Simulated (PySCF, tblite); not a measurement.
# CH8SSi3, a small gas-phase stand-in for a defect centre: NMR shifts, core binding energies and electronic excitations, part 2 of 2

tblite 0.8.0 and PySCF 2.14.0. Atoms count from 0, parts from 1.

## Step 5: X-ray photoelectron lines: SCAN, X2C

The job: settings as JSON, then the geometry in Å.

```
{"job": {"kind": "xps", "holes": 5}, "charge": 0, "multiplicity": 1}
Si     1.226705    -0.418396    -0.043014
C      1.114732     1.379115     0.566736
Si    -0.244114     1.583805     1.869063
S     -0.545005    -0.344234    -1.277980
Si    -0.645558    -2.372592    -2.015022
H      2.078616     1.656321     1.027059
H      0.895356     2.094323    -0.245397
H     -1.573836     1.704379     1.203656
H     -0.278936     0.389580     2.772946
H      0.005153     2.794096     2.710849
H      0.542754    -3.132990    -1.528220
H     -1.902855    -3.008234    -1.526021
H     -0.663433    -2.341778    -3.506028
```

Method: delta-SCF UKS SCAN, pcX-2 on the ionised atom, pcseg-1 elsewhere, spin-free X2C.

The log of the run:

```text
ground state, core basis on atom 0 (Si), 168 functions
  cycle   1  E = -1312.20807641  |g| = 5.06e-01
  cycle   2  E = -1312.03902311  |g| = 8.61e-01
  cycle   3  E = -1312.27321186  |g| = 1.40e-01
  cycle   4  E = -1312.27866981  |g| = 7.28e-02
  cycle   5  E = -1312.28041155  |g| = 1.48e-02
  cycle   6  E = -1312.28048607  |g| = 3.69e-03
  cycle   7  E = -1312.28049284  |g| = 1.05e-03
  cycle   8  E = -1312.28049095  |g| = 2.68e-04
  E(ground) = -1312.34777939 Eh
hole in Si 2p of atom 0
  cycle   1  E = -1307.98695815  |g| = 1.23e+00
  cycle   2  E = -1306.64636349  |g| = 1.64e+00
  cycle   3  E = -1307.96757981  |g| = 6.18e-01
  cycle   4  E = -1308.20691281  |g| = 4.04e-01
  cycle   5  E = -1308.30409853  |g| = 1.77e-01
  cycle   6  E = -1308.32580215  |g| = 6.27e-02
  cycle   7  E = -1308.32839625  |g| = 2.80e-02
  cycle   8  E = -1308.32889092  |g| = 7.45e-03
  cycle   9  E = -1308.32892995  |g| = 1.99e-03
  cycle  10  E = -1308.32893861  |g| = 1.03e-03
  cycle  11  E = -1308.32894235  |g| = 7.67e-04
  cycle  12  E = -1308.32894545  |g| = 5.49e-04
  cycle  13  E = -1308.32894539  |g| = 2.54e-04
  E(ion) = -1308.40818585 Eh   <S^2> = 0.7748   hole on atom = 1.003   binding energy = 107.202 eV
  2p3/2 = 106.867 eV   2p1/2 = 107.511 eV
ground state, core basis on atom 1 (C), 157 functions
  cycle   1  E = -1312.18634316  |g| = 6.06e-02
  cycle   2  E = -1312.18601126  |g| = 3.93e-02
  cycle   3  E = -1312.18609382  |g| = 3.56e-02
  cycle   4  E = -1312.18652078  |g| = 7.55e-03
  cycle   5  E = -1312.18654073  |g| = 1.34e-03
  cycle   6  E = -1312.18654121  |g| = 2.56e-04
  E(ground) = -1312.29515986 Eh
hole in C 1s of atom 1
  cycle   1  E = -1300.94532666  |g| = 1.51e+00
  cycle   2  E = -1299.89032430  |g| = 1.98e+00
  cycle   3  E = -1301.41504049  |g| = 4.46e-01
  cycle   4  E = -1301.30354884  |g| = 5.43e-01
  cycle   5  E = -1301.53551587  |g| = 9.22e-02
  cycle   6  E = -1301.54031772  |g| = 2.76e-02
  cycle   7  E = -1301.54080419  |g| = 9.08e-03
  cycle   8  E = -1301.54087484  |g| = 2.29e-03
  cycle   9  E = -1301.54087812  |g| = 1.17e-03
  cycle  10  E = -1301.54088022  |g| = 4.35e-04
  E(ion) = -1301.64851179 Eh   <S^2> = 0.7699   hole on atom = 1.000   binding energy = 289.710 eV
ground state, core basis on atom 2 (Si), 168 functions
  cycle   1  E = -1312.27852062  |g| = 2.87e-01
  cycle   2  E = -1312.27855849  |g| = 3.65e-02
  cycle   3  E = -1312.27840346  |g| = 3.40e-02
  cycle   4  E = -1312.27862419  |g| = 1.44e-02
  cycle   5  E = -1312.27869431  |g| = 2.29e-03
  cycle   6  E = -1312.27869301  |g| = 4.59e-04
  E(ground) = -1312.34634870 Eh
hole in Si 2p of atom 2
  cycle   1  E = -1308.00928982  |g| = 1.23e+00
  cycle   2  E = -1307.31311029  |g| = 1.39e+00
  cycle   3  E = -1308.21243125  |g| = 3.90e-01
  cycle   4  E = -1308.32303039  |g| = 1.55e-01
  cycle   5  E = -1308.32542136  |g| = 1.38e-01
  cycle   6  E = -1308.33924677  |g| = 2.92e-02
  cycle   7  E = -1308.33991578  |g| = 6.35e-03
  cycle   8  E = -1308.33994749  |g| = 2.43e-03
  cycle   9  E = -1308.33995323  |g| = 5.95e-04
  cycle  10  E = -1308.33995229  |g| = 3.12e-04
  E(ion) = -1308.41889292 Eh   <S^2> = 0.7523   hole on atom = 1.002   binding energy = 106.872 eV
  2p3/2 = 106.659 eV   2p1/2 = 107.282 eV
ground state, core basis on atom 3 (S), 168 functions
  cycle   1  E = -1312.33013401  |g| = 4.05e-01
  cycle   2  E = -1312.32929618  |g| = 6.30e-02
  cycle   3  E = -1312.32478943  |g| = 1.31e-01
  cycle   4  E = -1312.33071632  |g| = 9.93e-03
  cycle   5  E = -1312.33073938  |g| = 4.48e-03
  cycle   6  E = -1312.33074753  |g| = 1.06e-03
  cycle   7  E = -1312.33075175  |g| = 1.93e-04
  E(ground) = -1312.42608078 Eh
hole in S 2p of atom 3
  cycle   1  E = -1305.64541549  |g| = 1.53e+00
  cycle   2  E = -1305.25525513  |g| = 1.46e+00
  cycle   3  E = -1305.99578013  |g| = 4.14e-01
  cycle   4  E = -1306.09735753  |g| = 1.64e-01
  cycle   5  E = -1306.11132431  |g| = 7.99e-02
  cycle   6  E = -1306.11485820  |g| = 2.06e-02
  cycle   7  E = -1306.11505808  |g| = 9.63e-03
  cycle   8  E = -1306.11511980  |g| = 1.63e-03
  cycle   9  E = -1306.11512275  |g| = 8.65e-04
  cycle  10  E = -1306.11512224  |g| = 2.82e-04
  E(ion) = -1306.21654411 Eh   <S^2> = 0.7547   hole on atom = 1.001   binding energy = 168.970 eV
  2p3/2 = 168.496 eV   2p1/2 = 169.723 eV
ground state, core basis on atom 4 (Si), 168 functions
  cycle   1  E = -1312.27811339  |g| = 2.88e-01
  cycle   2  E = -1312.27748677  |g| = 5.86e-02
  cycle   3  E = -1312.27496794  |g| = 9.66e-02
  cycle   4  E = -1312.27840454  |g| = 1.29e-02
  cycle   5  E = -1312.27844721  |g| = 1.81e-03
  cycle   6  E = -1312.27844711  |g| = 4.00e-04
  E(ground) = -1312.34633303 Eh
hole in Si 2p of atom 4
  cycle   1  E = -1307.98524309  |g| = 1.23e+00
  cycle   2  E = -1306.34445815  |g| = 1.69e+00
  cycle   3  E = -1307.77097758  |g| = 8.01e-01
  cycle   4  E = -1308.26848183  |g| = 2.64e-01
  cycle   5  E = -1308.28760755  |g| = 2.11e-01
  cycle   6  E = -1308.31788738  |g| = 4.68e-02
  cycle   7  E = -1308.31937096  |g| = 9.15e-03
  cycle   8  E = -1308.31940867  |g| = 4.93e-03
  cycle   9  E = -1308.31941857  |g| = 1.32e-03
  cycle  10  E = -1308.31942375  |g| = 4.66e-04
  E(ion) = -1308.40008769 Eh   <S^2> = 0.7529   hole on atom = 1.002   binding energy = 107.383 eV
  2p3/2 = 107.135 eV   2p1/2 = 107.760 eV
```

Run time: 45 s. Hardware: 1 thread of Arm Neoverse V1, shared host; peak memory 0.62 GiB.

The holes in one table. −ε is the ground-state orbital energy:

```
       hole  stands for                 environment  ΔSCF (eV; 2p as the shell's mean)  −ε (eV)   ⟨S²⟩
Si2p on Si0         Si0      silicon bonded to C, S                             107.08     96.8  0.775
  C1s on C1          C1  carbon bonded to 2 Si, 2 H                             289.71    273.5  0.770
Si2p on Si2         Si2    silicon bonded to C, 3 H                             106.87     96.2  0.752
  S2p on S3          S3       sulfur bonded to 2 Si                             168.90    158.1  0.755
Si2p on Si4         Si4    silicon bonded to S, 3 H                             107.34     96.9  0.753
```

With the spin-orbit splitting: Si0 2p3/2 106.87, 2p1/2 107.51 eV; Si2 2p3/2 106.66, 2p1/2 107.28 eV; S3 2p3/2 168.50, 2p1/2 169.72 eV; Si4 2p3/2 107.14, 2p1/2 107.76 eV. The table gives each 2p level as the mean over the whole 2p shell (two parts 2p3/2, one part 2p1/2), which differs a little from the single hole in the log.

## Step 6: Excited states and response: CAM-B3LYP/def2-SVPD

Same as in step 5 but for these lines:

```diff
@@ -1,2 +1,2 @@
-{"job": {"kind": "xps", "holes": 5}, "charge": 0, "multiplicity": 1}
+{"job": {"kind": "uv", "xc": "CAM-B3LYP", "basis": "def2-SVPD", "nstates": 6, "ntriplets": 2, "ip": true}, "charge": 0, "multiplicity": 1}
 Si     1.226705    -0.418396    -0.043014
```

With the program's defaults for keys left out, this is: TDDFT CAM-B3LYP/def2-SVPD, vertical, gas phase, core orbitals frozen in the response.

The log of the run:

```text
coarse grid: 12544 points
cycle   1  E = -1308.9721700742  dE = -4.722e-02  |g| = 3.750e-01  |ddm| = 3.814e+00
cycle   2  E = -1308.9799800578  dE = -7.810e-03  |g| = 3.505e-01  |ddm| = 9.663e-01
cycle   3  E = -1309.0168706056  dE = -3.689e-02  |g| = 3.520e-02  |ddm| = 5.004e-01
cycle   4  E = -1309.0173563656  dE = -4.858e-04  |g| = 8.977e-03  |ddm| = 1.061e-01
cycle   5  E = -1309.0173898127  dE = -3.345e-05  |g| = 2.240e-03  |ddm| = 2.253e-02
cycle   6  E = -1309.0173918728  dE = -2.060e-06  |g| = 8.881e-04  |ddm| = 6.553e-03
final grid: 101712 points
cycle   7  E = -1309.1714192652  dE = -7.498e-06  |g| = 1.097e-03  |ddm| = 2.196e-02
cycle   8  E = -1309.1714193522  dE = -8.692e-08  |g| = 1.028e-03  |ddm| = 3.451e-03
cycle   9  E = -1309.1714196511  dE = -2.989e-07  |g| = 9.576e-05  |ddm| = 1.318e-03
cycle  10  E = -1309.1714196550  dE = -3.921e-09  |g| = 4.246e-05  |ddm| = 2.750e-04
cycle  11  E = -1309.1714196558  dE = -7.583e-10  |g| = 1.117e-05  |ddm| = 8.732e-05
converged SCF energy = -1309.1714196558

Static polarisability (au): isotropic 122.715, principal 98.120 111.721 158.305

Singlet excitations
state   eV       nm        f      main configurations
  1   3.1602    392.3   0.01221   H->L 0.99
  2   4.9336    251.3   0.04419   H-1->L 0.90
  3   5.3488    231.8   0.00444   H-2->L 0.92
  4   5.8187    213.1   0.32589   H->L+1 0.83
  5   5.9953    206.8   0.02275   H->L+2 0.89
  6   6.2420    198.6   0.00119   H-3->L 0.91

Triplet excitations (Tamm-Dancoff, eV): 1.9277 4.0504
Vertical ionisation energy (delta-SCF) = 8.4565 eV
Vertical electron affinity (delta-SCF) = 0.6672 eV
```

Run time: 74 s. Hardware: 1 thread of Arm Neoverse V1, shared host; peak memory 1 GiB.

The orbitals next to the gap, with their largest atomic shares:

```
orbital      eV                        atoms
 HOMO−3  -10.73   S3 45 %, Si4 20 %, H10 8 %
 HOMO−2  -10.08   S3 28 %, C1 18 %, Si0 16 %
 HOMO−1   -9.11  S3 65 %, Si4 10 %, Si0 10 %
   HOMO   -7.81   Si0 58 %, S3 20 %, C1 14 %
   LUMO   -1.20   Si0 59 %, S3 18 %, C1 11 %
 LUMO+1    0.76  Si0 27 %, S3 27 %, Si4 15 %
 LUMO+2    0.82   Si4 25 %, S3 22 %, Si2 9 %
```

With each of the 6 states as a Gaussian band of 0.4 eV half-width at 1/e, the curve within the window shown has maxima at 393 nm (ε 490), 213 nm (ε 14,000) L/(mol cm). Beyond the last state computed it falls off for lack of states. The curve at chosen wavelengths:

(nm, ε (L/mol/cm)): (190, 671), (202, 7416), (214, 13999), (225, 8200), (237, 2832), (249, 2015), (261, 1512), (272, 775), (284, 252), (296, 60), (308, 15), (319, 19), (331, 56), (343, 132), (355, 243), (366, 353), (378, 449), (390, 493), (402, 478), (413, 426), (425, 345), (437, 261), (449, 186), (460, 130), (472, 85), (484, 54)

Further results of this job:

```
           property  computed
  dipole moment (D)      0.70
polarisability (Å³)     18.18
 HOMO–LUMO gap (eV)      6.61
      −ε(HOMO) (eV)      7.81
```

## Step 7: Results

What follows sums up all 2 parts.

```
                                quantity                                               value
                             point group                                                  C1
    rotational constants (main isotopes)                                4.55, 0.84, 0.78 GHz
  13C shifts against TMS (PBE0/pcSseg-1)                                            31.0 ppm
   1H shifts against TMS (PBE0/pcSseg-1)  5.12, 5.11, 5.03, 3.97, 3.95, 3.74, 2.25, 1.97 ppm
 29Si shifts against TMS (PBE0/pcSseg-1)                             510.8, -38.4, -89.5 ppm
  33S shifts against CS2 (PBE0/pcSseg-1)                                             162 ppm
       Si2p binding energies, SCAN/pcX-2               Si4 107.34, Si0 107.08, Si2 106.87 eV
        C1s binding energies, SCAN/pcX-2                                        C1 289.71 eV
        S2p binding energies, SCAN/pcX-2                                        S3 168.90 eV
    lowest singlet (CAM-B3LYP/def2-SVPD)                         3.16 eV (392 nm), f = 0.012
brightest single state of those computed                         state 4, 5.82 eV, f = 0.326
                          lowest triplet                                             1.93 eV
       vertical ionisation energy (ΔSCF)                                             8.46 eV
       vertical electron affinity (ΔSCF)                                             0.67 eV
```

What this shows: The start of the PBE0/def2-SVP relaxation was shaken at random by about 0.01 Å, so part of the energy gained, and of the first lengths quoted, undoes that. Relaxing lowered the energy by 0.184 eV in 19 steps; the close pair that moved most is Si2–H7, from 1.429 to 1.492 Å (PBE0/def2-SVP). No frequency check was run at this level, so the end point may be a saddle. Hydrogens of an XH3 group are listed apart at this fixed geometry; free rotation makes them one line at their mean. At SCAN/pcX-2: The Si2p levels kept as sound span 0.48 eV, from Si2 (silicon bonded to C, 3 H) up to Si4 (silicon bonded to S, 3 H). The lowest singlet, at 3.16 eV, is HOMO→LUMO 0.99 and is weak; of the 6 states computed, the strongest absorption comes from state 4 at 5.82 eV. The lowest triplet lies 1.23 eV below the lowest singlet (triplets in Tamm-Dancoff, singlets in full TDDFT). The orbital energy would give 7.81 eV for ionisation, ΔSCF gives 8.46 eV. A capped cluster stands for the solid here, so long-range fields and strain are missing, and bands or shifts of the capping hydrogens have no counterpart in it.
